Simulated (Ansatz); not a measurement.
LaAg, space group Pm-3m: an equation of state with a fit, run with the Python package of Ansatz (0.2.0).

The script, `run_eos.py`:
```python
# -*- coding: utf-8 -*-
'''Bulk modulus of LaAg from an E(V) curve.'''

import ansatz as az
import numpy as np
from scipy.optimize import curve_fit

vectors0 = np.array([
    [3.76, 0.0, 0.0],
    [0.0, 3.76, 0.0],
    [0.0, 0.0, 3.76],
])
sites = [
    ('La', (0.5, 0.5, 0.5)),
    ('Ag', (0.0, 0.0, 0.0)),
]


def build(cell):
    crystal = az.Crystal(lattice=az.Lattice.of(cell))
    for symbol, position in sites:
        crystal = crystal.atom(symbol, position)
    return crystal

def vinet(v, e0, v0, b0, b1):
    eta = (v / v0) ** (1 / 3)
    return e0 + 2 * b0 * v0 / (b1 - 1) ** 2 * (2 - (5 + 3 * b1 * (eta - 1) - 3 * eta) * np.exp(-1.5 * (b1 - 1) * (eta - 1)))

# uniform scaling of the cell
volumes, energies = [], []
for scale in np.linspace(0.92, 1.08, 7):
    cell = vectors0 * scale ** (1 / 3)
    setup = (
        build(cell).calculation()
        .scf(tolerance=1e-07, extra_bands=6)
        .occupations('methfessel_paxton', width=0.01)
        .functional(az.Functional.LDA)
        .basis(320, xc_grid=2)
        .kpoints(6, 6, 6)
    )
    report = setup.run(threads=1).report
    volumes.append(abs(np.linalg.det(cell)) / len(sites))
    energies.append(report['free_energy_ev'] / len(sites))
    print(f'V = {volumes[-1]:8.4f} A^3/atom  F = {energies[-1]:.5f} eV/atom')

guess = (min(energies), volumes[int(np.argmin(energies))], 0.5, 4.5)
(e0, v0, b0, b1), _ = curve_fit(vinet, np.array(volumes), np.array(energies), p0=guess, maxfev=20000)
print(f'Vinet fit: V0 = {v0:.4f} A^3/atom, B0 = {160.21766 * b0:.1f} GPa, B1 = {b1:.2f}')
print('largest residual', round(1000 * float(np.abs(vinet(np.array(volumes), e0, v0, b0, b1) - energies).max()), 3), 'meV/atom')
```

From its runs, with one value withheld:

| V (Å³/atom) | F less the lowest row shown (meV/atom) |
| --- | --- |
| 24.452 | 13.06 |
| 25.161 | 2.05 |
| 25.870 | 0.00 |
| 26.579 | 5.43 |
| 27.287 | 17.88 |
| 27.996 | 36.56 |
| 28.705 | ? |

What is the missing energy at 28.705 Å³ an atom?

A third-order Birch-Murnaghan fit, E = E0 + (9 V0 B0 / 16) [(t - 1)³ B' + (t - 1)² (6 - 4t)] with t = (V0/V)^(2/3), through the 6 rows shown gives V0 = 25.707 Å³, B0 = 65.2 GPa, B' = 3.15 and E0 = -0.30 meV. At V = 28.705 Å³, t = 0.92909, and the fit extrapolates to 60.68 meV. The run gave 58.37 meV, a miss of 2.31 meV.

Reading the output:
- The settings weren't tested for convergence.
- The cutoff lies under the one recommended for these potentials.
- The mesh is modest for a metal, so energies can be off by several to tens of meV an atom and pressures by half a GPa or more; differences at equal mesh fare better.
- The structure is a deposited one; some such entries were measured under pressure or heat, so a shift against it needn't be the functional's error alone.
- Finished in 3.7 s on 1 thread of AMD EPYC 9R45 96-Core Processor (Zen 5), on a shared host, peak memory 0.44 GiB.

(A comment or docstring line of the script was reworded after the run, the code is as it ran.)
